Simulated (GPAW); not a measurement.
# NbSi in GPAW: the effect of functional

Crystal: NbSi.

```xyz
2
Lattice="0.0000 2.5738 2.5738 2.5738 0.0000 2.5738 2.5738 2.5738 0.0000" Properties=species:S:1:pos:R:3 pbc="T T T"
Nb    0.0000    0.0000    0.0000
Si    2.5738    2.5738    2.5738
```

The cell was built by a generator and needn't be a form met in nature.

Alike in all runs:

* Program: GPAW 26.7.0
* Task: relaxation of cell and atoms
* Cutoff: 600 eV
* Basis: pw
* k mesh: 8 × 8 × 8
* Occupations: fermi-dirac, width 0.05 eV
* Spin: no spin polarisation

Each run relaxes the cell or the atoms first.

```csv
functional,potentials or basis,relaxed volume (Å³/atom)
LDA,the program's PAW data sets (release 1.2.1) made for this functional,16.24
PBE,GPAW PAW data sets (gpaw-data 1.2.1),17.05
BLYP,PAW data sets generated in the run's folder for this functional,17.79
revPBE,the program's PAW data sets (release 1.2.1) made for this functional,17.25
AM05,PAW data sets generated in the run's folder for this functional,16.45
PW91,PAW data sets generated in the run's folder for this functional,17.05
SCAN,GPAW PAW data sets (gpaw-data 1.2.1),?
RPBE,the program's PAW data sets (release 1.2.1) made for this functional,17.33
```

**Question.** What does the run with functional SCAN give?

**Answer.** Relaxed volume 16.77 Å³/atom.

Caveats: later steps reuse the first step's grids; the relaxation stopped at its first step, so nothing moved (some runs); the PAW data sets were made with another functional, which shifts forces and pressure a little (some runs).
